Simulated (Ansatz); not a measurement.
# C4H7Al: the cost of one run

Program: Ansatz 0.2.0. Level of theory: UKS PBE/STO-3G. These are calculated values, not measurements.

### Step 1. The system as given

Bond lengths: C1–C2 1.141 Å, C2–Al3 1.920 Å, Al3–C4 1.960 Å, C4–C5 1.537 Å, C1–H6 1.136 Å, Al3–H7 1.656 Å, C4–H8 1.140 Å, C4–H9 1.069 Å, C5–H10 1.101 Å, C5–H11 1.119 Å, C5–H12 1.076 Å. Angles (14 of 17 angles, heavy atoms first): C1–C2–Al3 179.7°, C2–Al3–C4 122.9°, Al3–C4–C5 112.8°, C2–C1–H6 178.2°, C2–Al3–H7 119.5°, C4–Al3–H7 117.5°, Al3–C4–H8 105.9°, Al3–C4–H9 111.1°, C5–C4–H8 106.0°, C5–C4–H9 113.9°, C4–C5–H10 105.6°, C4–C5–H11 109.5°, C4–C5–H12 109.9°, H8–C4–H9 106.5°.

Structure file:

```xyz
12

C    -0.9798    2.8373    1.0325
C    -0.3776    1.8682    1.0594
Al    0.6449    0.2437    1.1070
C     0.1871   -1.3348    0.0391
C     0.0572   -1.0221   -1.4598
H    -1.6031    3.7861    0.9845
H     2.0289    0.1775    2.0139
H    -0.8510   -1.6544    0.3843
H     0.8432   -2.1507    0.2562
H     1.0581   -0.6974   -1.7829
H    -0.6890   -0.2016   -1.6069
H    -0.2418   -1.9069   -1.9933
```

### Step 2. Preparing the start

The input, input.yaml:

```yaml
crystal:
  periodic: [false, false, false]
  atoms:
    - { symbol: C, position_ang: [-0.9798, 2.8373, 1.0325] }
    - { symbol: C, position_ang: [-0.3776, 1.8682, 1.0594] }
    - { symbol: Al, position_ang: [0.6449, 0.2437, 1.107] }
    - { symbol: C, position_ang: [0.1871, -1.3348, 0.0391] }
    - { symbol: C, position_ang: [0.0572, -1.0221, -1.4598] }
    - { symbol: H, position_ang: [-1.6031, 3.7861, 0.9845] }
    - { symbol: H, position_ang: [2.0289, 0.1775, 2.0139] }
    - { symbol: H, position_ang: [-0.851, -1.6544, 0.3843] }
    - { symbol: H, position_ang: [0.8432, -2.1507, 0.2562] }
    - { symbol: H, position_ang: [1.0581, -0.6974, -1.7829] }
    - { symbol: H, position_ang: [-0.689, -0.2016, -1.6069] }
    - { symbol: H, position_ang: [-0.2418, -1.9069, -1.9933] }
magnetization:
  spin_polarized: true
basis:
  gaussian: { orbitals: STO-3G }
hamiltonian:
  xc: pbe
relax:
  f_tol: 0.02
  max_steps: 40
output:
  orbitals: {}
```

Started as:

```sh
$ ansatz run input.yaml --threads 1 --pin off --max-ram 2048MiB --backend cpu --events-out ev --progress --plain --runs-dir out
```

Q: Estimate wall time and peak memory on 1 thread of Arm Neoverse V1, shared host.

About 23 s, with a peak of 0.13 GiB.
